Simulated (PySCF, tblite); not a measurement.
# C₇H₁₀N+: a rotation path, then NMR shifts on frames, part 2 of 2

tblite 0.8.0 and PySCF 2.14.0. Atoms count from 0. Earlier steps stand in the parts before.

### 5 Nuclear shieldings: image 4, PBE0/pcSseg-1

What the job is given:

```
{"job": {"kind": "nmr", "xc": "PBE0", "basis": "pcSseg-1", "pop": false}, "charge": 1, "multiplicity": 1}
C     -2.414500    -0.550000    -0.668000
N     -1.639400    -0.009000     0.467500
C     -0.163900     0.079000     0.266900
C      0.598000     0.601600     1.303000
C      1.969700     0.713700     1.149100
C      2.573100     0.305300    -0.029700
C      1.804600    -0.221800    -1.051200
C      0.429400    -0.340000    -0.909600
H     -2.090600    -1.565300    -0.888200
H     -3.475400    -0.565600    -0.427100
H     -2.264000     0.077300    -1.544600
H     -1.816400    -0.584400     1.302400
H     -1.988700     0.934600     0.684200
H      0.134700     0.917500     2.226100
H      2.567100     1.120000     1.949300
H      3.640600     0.394700    -0.151000
H      2.267800    -0.543900    -1.969400
H     -0.140800    -0.757100    -1.721300
```

Method: GIAO PBE0/pcSseg-1 NMR shielding, non-relativistic, gas phase.

The program printed:

```text
coarse grid: 14864 points
cycle   1  E = -326.7193390642  dE =  1.604e+00  |g| = 4.780e-01  |ddm| = 3.953e+00
cycle   2  E = -326.6567008236  dE =  6.264e-02  |g| = 7.178e-01  |ddm| = 1.444e+00
cycle   3  E = -326.7851401194  dE = -1.284e-01  |g| = 9.140e-02  |ddm| = 7.467e-01
cycle   4  E = -326.7865407858  dE = -1.401e-03  |g| = 5.402e-02  |ddm| = 1.310e-01
cycle   5  E = -326.7873006583  dE = -7.599e-04  |g| = 1.084e-02  |ddm| = 6.250e-02
cycle   6  E = -326.7873288270  dE = -2.817e-05  |g| = 2.974e-03  |ddm| = 1.254e-02
cycle   7  E = -326.7873309571  dE = -2.130e-06  |g| = 3.660e-04  |ddm| = 3.126e-03
final grid: 143168 points
cycle   8  E = -326.8312460957  dE = -4.882e-05  |g| = 8.339e-03  |ddm| = 5.206e-02
cycle   9  E = -326.8312466314  dE = -5.357e-07  |g| = 8.367e-03  |ddm| = 1.722e-02
cycle  10  E = -326.8312643125  dE = -1.768e-05  |g| = 5.395e-04  |ddm| = 8.436e-03
cycle  11  E = -326.8312643529  dE = -4.034e-08  |g| = 3.378e-04  |ddm| = 8.440e-04
cycle  12  E = -326.8312643814  dE = -2.860e-08  |g| = 6.164e-05  |ddm| = 3.396e-04
cycle  13  E = -326.8312643822  dE = -7.166e-10  |g| = 3.420e-05  |ddm| = 8.357e-05
cycle  14  E = -326.8312643825  dE = -3.001e-10  |g| = 1.898e-06  |ddm| = 3.053e-05
converged SCF energy = -326.8312643825

GIAO shielding tensors (ppm)
atom      isotropic    diamagn.    paramagn.     s11        s22        s33       span
  0 C      153.509     246.198     -92.688    137.847    139.003    183.677     45.830
  1 N      194.126     326.275    -132.149    178.900    187.181    216.298     37.399
  2 C       51.572     263.063    -211.491    -41.959     75.622    121.052    163.012
  3 C       60.406     252.951    -192.545    -35.025     45.082    171.160    206.186
  4 C       46.464     253.621    -207.157    -61.976     21.458    179.909    241.884
  5 C       43.389     254.638    -211.249    -69.001     15.659    183.509    252.509
  6 C       46.766     253.060    -206.294    -62.284     22.017    180.565    242.848
  7 C       64.037     254.054    -190.017    -32.974     41.217    183.868    216.842
  8 H       27.909      28.787      -0.879     23.483     26.261     33.982     10.499
  9 H       27.997      25.191       2.806     22.894     25.907     35.190     12.296
 10 H       27.942      28.842      -0.900     23.547     26.282     33.996     10.449
 11 H       25.373      31.615      -6.241     17.252     24.195     34.672     17.420
 12 H       25.395      31.703      -6.308     17.179     24.292     34.713     17.534
 13 H       24.029      31.643      -7.614     19.944     23.600     28.542      8.598
 14 H       23.294      28.771      -5.477     19.592     23.907     26.384      6.792
 15 H       23.172      28.516      -5.344     19.800     23.609     26.108      6.308
 16 H       23.264      29.498      -6.234     19.426     23.671     26.695      7.270
 17 H       23.954      33.386      -9.432     19.147     23.167     29.549     10.402
```

It took 25 s on 1 thread of Arm Neoverse V1, shared host; peak memory 0.88 GiB.

This run: δ C5 143.5, C4 140.5, C6 140.2, C2 135.4, H15 8.54, H16 8.45 ppm.

### 6 Shielding tensors: image 6, PBE0/pcSseg-1

What the job is given:

```
{"job": {"kind": "nmr", "xc": "PBE0", "basis": "pcSseg-1", "pop": false}, "charge": 1, "multiplicity": 1}
C     -2.357600    -0.822400    -0.449400
N     -1.665300     0.253600     0.295800
C     -0.185400     0.236200     0.179900
C      0.575400     0.441800     1.319600
C      1.958100     0.439800     1.220500
C      2.566700     0.216100    -0.003200
C      1.796000     0.009300    -1.134600
C      0.413300     0.030300    -1.051500
H     -1.992400    -1.793100    -0.120500
H     -3.431300    -0.765200    -0.284700
H     -2.166300    -0.718900    -1.514400
H     -1.897900     0.181800     1.295600
H     -2.023100     1.160400    -0.034000
H      0.105700     0.604600     2.278800
H      2.558500     0.609300     2.099900
H      3.642100     0.203500    -0.077600
H      2.267300    -0.166900    -2.087700
H     -0.172600    -0.113700    -1.944300
```

With the program's defaults for keys left out, this is: GIAO PBE0/pcSseg-1 NMR shielding, non-relativistic, gas phase.

The program printed:

```text
coarse grid: 14864 points
cycle   1  E = -326.7217275158  dE =  1.604e+00  |g| = 4.737e-01  |ddm| = 3.947e+00
cycle   2  E = -326.6620862746  dE =  5.964e-02  |g| = 7.056e-01  |ddm| = 1.438e+00
cycle   3  E = -326.7860328180  dE = -1.239e-01  |g| = 9.146e-02  |ddm| = 7.497e-01
cycle   4  E = -326.7874574020  dE = -1.425e-03  |g| = 5.322e-02  |ddm| = 1.273e-01
cycle   5  E = -326.7881938765  dE = -7.365e-04  |g| = 1.077e-02  |ddm| = 6.282e-02
cycle   6  E = -326.7882216775  dE = -2.780e-05  |g| = 2.986e-03  |ddm| = 1.231e-02
cycle   7  E = -326.7882238207  dE = -2.143e-06  |g| = 3.683e-04  |ddm| = 3.161e-03
final grid: 143168 points
cycle   8  E = -326.8322106288  dE = -4.805e-05  |g| = 8.335e-03  |ddm| = 4.906e-02
cycle   9  E = -326.8322109680  dE = -3.392e-07  |g| = 8.418e-03  |ddm| = 1.716e-02
cycle  10  E = -326.8322287658  dE = -1.780e-05  |g| = 5.683e-04  |ddm| = 8.448e-03
cycle  11  E = -326.8322288111  dE = -4.528e-08  |g| = 3.558e-04  |ddm| = 8.998e-04
cycle  12  E = -326.8322288431  dE = -3.201e-08  |g| = 6.168e-05  |ddm| = 3.566e-04
cycle  13  E = -326.8322288439  dE = -7.178e-10  |g| = 3.400e-05  |ddm| = 8.355e-05
cycle  14  E = -326.8322288441  dE = -2.891e-10  |g| = 2.161e-06  |ddm| = 2.959e-05
converged SCF energy = -326.8322288441

GIAO shielding tensors (ppm)
atom      isotropic    diamagn.    paramagn.     s11        s22        s33       span
  0 C      149.222     246.872     -97.649    124.341    137.442    185.883     61.541
  1 N      189.676     325.411    -135.735    169.129    183.645    216.255     47.125
  2 C       50.918     263.494    -212.576    -42.129     69.202    125.681    167.810
  3 C       60.292     253.753    -193.462    -33.198     48.797    165.276    198.475
  4 C       46.771     253.433    -206.662    -59.941     20.908    179.346    239.288
  5 C       42.941     254.620    -211.678    -69.113     14.526    183.410    252.523
  6 C       46.577     253.461    -206.883    -62.389     21.017    181.104    243.493
  7 C       63.241     254.373    -191.133    -33.749     40.298    183.172    216.921
  8 H       28.325      28.862      -0.537     24.883     25.933     34.161      9.278
  9 H       28.066      25.547       2.519     23.235     25.554     35.408     12.173
 10 H       27.645      29.084      -1.439     22.050     27.387     33.497     11.447
 11 H       25.862      32.188      -6.327     18.018     24.538     35.029     17.011
 12 H       25.207      31.121      -5.915     19.334     22.139     34.147     14.814
 13 H       24.157      31.879      -7.722     20.277     23.786     28.407      8.131
 14 H       23.351      28.808      -5.458     19.648     23.993     26.412      6.764
 15 H       23.179      28.566      -5.387     19.842     23.615     26.081      6.239
 16 H       23.274      29.485      -6.211     19.570     23.669     26.583      7.013
 17 H       23.928      32.988      -9.060     19.333     23.270     29.181      9.847
```

It took 23 s on 1 thread of Arm Neoverse V1, shared host; peak memory 0.86 GiB.

In short: δ C5 144.0, C6 140.3, C4 140.2, C2 136.0, H15 8.54, H16 8.44 ppm.

### 7 NMR shieldings: image 8, PBE0/pcSseg-1

What the job is given:

```
{"job": {"kind": "nmr", "xc": "PBE0", "basis": "pcSseg-1", "pop": false}, "charge": 1, "multiplicity": 1}
C     -2.296400    -0.948900    -0.067000
N     -1.676200     0.393000     0.040900
C     -0.200600     0.332400     0.027300
C      0.480800     0.206100     1.225400
C      1.863700     0.123700     1.205500
C      2.544700     0.166100    -0.000600
C      1.849200     0.290700    -1.192700
C      0.466100     0.373400    -1.185100
H     -1.971600    -1.568100     0.767100
H     -3.381600    -0.869000    -0.055200
H     -1.981500    -1.422800    -0.994800
H     -1.982900     0.837100     0.916000
H     -1.995300     0.975500    -0.743900
H     -0.052200     0.178100     2.164300
H      2.404200     0.030600     2.133800
H      3.621100     0.105500    -0.009900
H      2.378600     0.327800    -2.130900
H     -0.078500     0.475100    -2.112000
```

With the program's defaults for keys left out, this is: GIAO PBE0/pcSseg-1 NMR shielding, non-relativistic, gas phase.

The program printed:

```text
coarse grid: 14864 points
cycle   1  E = -326.7254668927  dE =  1.602e+00  |g| = 4.692e-01  |ddm| = 3.957e+00
cycle   2  E = -326.6687737106  dE =  5.669e-02  |g| = 6.933e-01  |ddm| = 1.436e+00
cycle   3  E = -326.7883686509  dE = -1.196e-01  |g| = 9.083e-02  |ddm| = 7.313e-01
cycle   4  E = -326.7897791439  dE = -1.410e-03  |g| = 5.259e-02  |ddm| = 1.271e-01
cycle   5  E = -326.7904972931  dE = -7.181e-04  |g| = 1.050e-02  |ddm| = 6.149e-02
cycle   6  E = -326.7905237126  dE = -2.642e-05  |g| = 2.987e-03  |ddm| = 1.228e-02
cycle   7  E = -326.7905258455  dE = -2.133e-06  |g| = 3.334e-04  |ddm| = 3.003e-03
final grid: 143168 points
cycle   8  E = -326.8342129554  dE = -5.029e-05  |g| = 8.271e-03  |ddm| = 4.975e-02
cycle   9  E = -326.8342133439  dE = -3.885e-07  |g| = 8.340e-03  |ddm| = 1.743e-02
cycle  10  E = -326.8342308577  dE = -1.751e-05  |g| = 5.656e-04  |ddm| = 8.486e-03
cycle  11  E = -326.8342309009  dE = -4.327e-08  |g| = 3.676e-04  |ddm| = 8.979e-04
cycle  12  E = -326.8342309362  dE = -3.527e-08  |g| = 5.375e-05  |ddm| = 3.664e-04
cycle  13  E = -326.8342309368  dE = -5.437e-10  |g| = 2.945e-05  |ddm| = 7.013e-05
converged SCF energy = -326.8342309368

GIAO shielding tensors (ppm)
atom      isotropic    diamagn.    paramagn.     s11        s22        s33       span
  0 C      142.579     246.902    -104.323    117.308    124.477    185.952     68.644
  1 N      185.923     325.932    -140.008    159.150    183.775    214.843     55.693
  2 C       48.961     264.954    -215.993    -43.741     62.749    127.874    171.615
  3 C       61.841     252.949    -191.108    -31.880     46.236    171.167    203.047
  4 C       46.304     253.953    -207.648    -60.922     19.651    180.184    241.106
  5 C       43.542     254.581    -211.039    -68.559     14.653    184.532    253.091
  6 C       46.355     253.928    -207.573    -60.796     19.541    180.321    241.117
  7 C       61.858     252.899    -191.042    -31.964     45.854    171.683    203.647
  8 H       28.233      29.077      -0.844     23.678     27.377     33.643      9.965
  9 H       28.072      25.702       2.369     24.228     24.306     35.681     11.453
 10 H       28.226      29.086      -0.860     23.628     27.417     33.633     10.005
 11 H       25.638      31.591      -5.953     19.415     22.997     34.502     15.087
 12 H       25.610      31.541      -5.930     19.434     22.918     34.479     15.045
 13 H       24.106      32.404      -8.298     20.212     23.521     28.586      8.374
 14 H       23.289      29.149      -5.860     19.613     23.776     26.479      6.866
 15 H       23.169      28.597      -5.428     19.783     23.654     26.069      6.286
 16 H       23.293      29.159      -5.866     19.616     23.777     26.486      6.869
 17 H       24.099      32.409      -8.310     20.205     23.493     28.600      8.395
```

It took 25 s on 1 thread of Arm Neoverse V1, shared host; peak memory 0.86 GiB.

Key values: δ C5 143.4, C4 140.6, C6 140.6, C2 138.0, H15 8.55, H14 8.43 ppm.

### 8 Comparing the runs: NMR shifts

Shifts (ppm) of some atoms, chosen among heavy atoms and hydrogens apart, with basis size and wall time:

| frame | C2 | C7 | C3 | C0 | H11 | H10 | N1 | functions | time |
| --- | --- | --- | --- | --- | --- | --- | --- | --- | --- |
| image 0 | 138.0 | 125.1 | 125.0 | 44.4 | 6.09 | 3.48 | 81.7 | 186 | 26 s |
| image 2 | 136.2 | 123.9 | 126.6 | 38.3 | 6.53 | 3.37 | 78.2 | 186 | 25 s |
| image 4 | 135.4 | 122.9 | 126.5 | 33.4 | 6.34 | 3.78 | 73.6 | 186 | 25 s |
| image 6 | 136.0 | 123.7 | 126.6 | 37.7 | 5.86 | 4.07 | 78.1 | 186 | 23 s |
| image 8 | 138.0 | 125.1 | 125.1 | 44.3 | 6.08 | 3.49 | 81.8 | 186 | 25 s |

### 9 Results

The summary covers parts 1 to 2.

| quantity | value |
| --- | --- |
| barrier | 0.110 eV (2.5 kcal/mol) at image 4 |
| end to end (GFN2-xTB) | 0.000 eV |
| ¹³C shifts against TMS (PBE0/pcSseg-1, image 0) | 143.4, 140.6, 140.6, 138.0, 125.1, 125.0, 44.4 ppm |
| ¹H shifts against TMS (PBE0/pcSseg-1, image 0) | 8.54, 8.43, 8.43, 7.62, 7.61, 6.09, 6.08, 3.65, 3.48, 3.48 ppm |
| ¹⁵N shifts against NH3 (PBE0/pcSseg-1, image 0) | 81.7 ppm |
| range of the shift of C0 | 33.4 to 44.4 ppm |

Along the band the dihedral turns by 178°, and the top (dihedral -1°) lies 2.5 kcal/mol above the start (GFN2-xTB, rough), so at room temperature this motion is fast. The top was not checked by a frequency run. Shifts at one fixed geometry are not the observed spectrum, which averages over the motion. NICS(1)zz of -29 ppm above the planar ring from C2 marks a diatropic (aromatic) ring current. Across the 5 runs the shift of C0 moves most, between 33.4 (image 4) and 44.4 ppm (image 0).
